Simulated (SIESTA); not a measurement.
Crystal: NiMoIrPdW.

```xyz
5
Lattice="2.7608 0.0000 0.0000 -1.3804 2.3909 0.0000 0.0000 0.0000 11.3405" Properties=species:S:1:pos:R:3 pbc="T T T"
Ni    0.0000    0.0000    8.0423
Mo    1.3804    0.7970    3.3369
Pd    1.3804    0.7970   10.1952
Ir    0.0000    0.0000    1.2025
W     1.3804    0.7970    6.0015
```

The cell was built by a generator and needn't be a form met in nature.

Base run:

- Program: SIESTA 5.4.2
- Functional: PBE
- Potentials or basis: PseudoDojo 0.4 standard (PBE files)
- Basis: SZ (energy shift 0.003 Ry)
- Grid cutoff: 800 Ry
- Energy shift: 0.003 Ry
- k mesh: 11 × 11 × 3
- Occupations: fermi-dirac, width 0.05 eV
- Spin: collinear spin, ferromagnetic start
- Starting moments: [1.0, 1.0, 0.0, 0.6, 0.0] μB

Its results: band gap on the k mesh none (metal or under the smearing width); pressure 4.4 GPa; net moment 0.43 μB per cell; largest force 0.614 eV/Å.

Task: After a change of settings the same cell gave: band gap on the k mesh none (metal or under the smearing width); pressure 2.2 GPa; net moment 0.00 μB per cell; largest force 0.642 eV/Å. Which change was it?
A. basis from SZ (energy shift 0.003 Ry) to DZP (energy shift 0.003 Ry; two zetas on semicore shells); hubbard terms from none to Ir d U = 2 eV, Mo d U = 2 eV, Ni d U = 2 eV, Pd d U = 2 eV, W d U = 2 eV
B. functional from PBE to BLYP; basis from SZ (energy shift 0.003 Ry) to DZP (energy shift 0.003 Ry; two zetas on semicore shells)
C. basis from SZ (energy shift 0.003 Ry) to DZP (energy shift 0.003 Ry; two zetas on semicore shells)
D. basis from SZ (energy shift 0.003 Ry) to SZP (energy shift 0.003 Ry)

Result: C.

Caveats: short orbitals over semicore shells can move pressures by several GPa; the valence orbitals were made in a potential fitted to the semicore shell under them, which widens gaps by tenths of an eV or more; the basis of atomic orbitals isn't converged, which shifts pressures, moduli and gaps; the basis has no polarisation orbitals (some runs); spin-orbit coupling is left out, which moves the levels of the heavy elements (some runs).
